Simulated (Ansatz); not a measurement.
# In: single point

What energy and properties does In have at the given structure? The task is a single point, for In.

Computed with Ansatz 0.2.0 through its Python package. Level of theory: DFT PBEsol+D3(BJ), plane waves, PAW.

### Step 1. The structure

The structure is triclinic, space group P-1 (No. 2). Conventional cell: a = 3.261 Å, b = 3.324 Å, c = 5.471 Å, α = 92.11°, β = 91.73°, γ = 116.68°. In (site symmetry 1) is surrounded by 12 In at 3.26 to 3.51 Å.

The script holds or builds the structure itself.

### Step 2. The script

Contents of scf_in.py:

```python
from pathlib import Path
import warnings

import ansatz as az
from ase import Atoms
from ase.io import write
import numpy as np
from pymatgen.core import Lattice, Structure
from pymatgen.io.ase import AseAtomsAdaptor


def main() -> None:
    pmg_structure = Structure(
        Lattice([(3.32159, -0.11275, 0.05957), (-1.75844, 2.97429, -0.10814), (0.0984, -0.14944, 5.46805)]),
        ["In", "In"],
        [
            (0.3308, 0.67101, 0.24796),
            (0.6666, 0.3237, 0.751),
        ],
    )
    cell = az.Crystal.from_ase(AseAtomsAdaptor.get_atoms(pmg_structure))

    job = (
        cell.calculation()
        .kpoints(length=21)
        .functional("pbesol", dispersion="d3bj")
        .basis(510)
        .occupations("Fermi-Dirac", width=100 * az.meV)
        .scf(tolerance=1e-07)
        .forces()
        .density()
        .potential()
        .electron_localization_function()
        .output_files(volumetric_format="npy")
        .stress()
    )
    with warnings.catch_warnings(record=True) as caught:
        warnings.simplefilter("always")
        done = job.run()
    print("warnings raised:", sorted(w.category.__name__ for w in caught) or "none")
    summary = done.report

    for key in ("converged", "n_iterations", "n_electrons", "n_kpoints", "n_pw", "n_symmetry_ops", "free_energy_ev", "fermi_energy_ev"):
        print(f"{key:18s} {summary[key]}")

    atom = int(np.linalg.norm(summary["forces_ev_ang"], axis=1).argmax())
    print("force on atom", atom, "by term (eV/A)")
    for term, rows in summary["force_terms_ev_ang"].items():
        if np.abs(rows[atom]).max() > 1e-6:
            print(f"  {term:26s}", np.round(rows[atom], 4))
    print("net force on the cell:", np.round(np.sum(summary["forces_ev_ang"], axis=0), 6) + 0.0)

    print(job.to_python())

    image = Atoms([s.symbol for s in done.lattice.sites], positions=[s.position_ang for s in done.lattice.sites], cell=done.lattice.cell_ang, pbc=True)
    write("final.extxyz", image)

    folder = Path(done.write_results("fields"))
    print("densities in e/A^3, potentials in eV, ELF without unit")
    for name in sorted(p.name for p in folder.glob("*.npy")):
        field = np.load(folder / name)
        print(f"{name:16s} {str(field.shape):16s} min {field.min():10.4f}  mean {field.mean():10.4f}  max {field.max():10.4f}")

    principal = np.linalg.eigvalsh(np.array(summary["stress_gpa"]))
    mises = np.sqrt(0.5 * sum((principal[i] - principal[i - 1]) ** 2 for i in range(3)))
    print("principal stresses (GPa, compression positive):", np.round(principal, 3))
    print(f"mean {principal.mean():.3f} GPa, von Mises {mises:.3f} GPa, PV = {principal.mean() * summary['setup']['cell_volume_ang3'] / 160.21766:.4f} eV")


if __name__ == "__main__":
    main()
```

### Step 3. The run

On the command line:

```sh
python scf_in.py
```

**Question.** What results will this script give? Wanted: free energy; gap on the mesh; pressure; largest force.

As calculated:

```
       quantity                                value
    free energy  -11051.4916 eV (-5525.7458 eV/atom)
gap on the mesh                                 none
       pressure                            -3.48 GPa
  largest force                           0.030 eV/Å
```

Filled and empty levels meet on the mesh: no gap at this level. The pressure of -3.5 GPa means that the cell would shrink if relaxed at this level. The forces are small. Notes:
- For a metal this k-point mesh is coarse: on a finer one energies can move by several to tens of meV an atom and pressures by half a GPa or more, differences at one mesh by less.
- An absolute Fermi energy rests on an arbitrary zero of the periodic potential and has no direct meaning.
- The program warned that this SCF threshold is loose for forces or stresses.
- Densities and potentials on the grid are those of the valence electrons, and inside the cores they hang on the potentials used.
- The cell is a database structure, distorted on purpose. The atoms and cell were moved off the listed structure at random before the run. Whether this is the phase that is stable at ambient conditions was not tested.
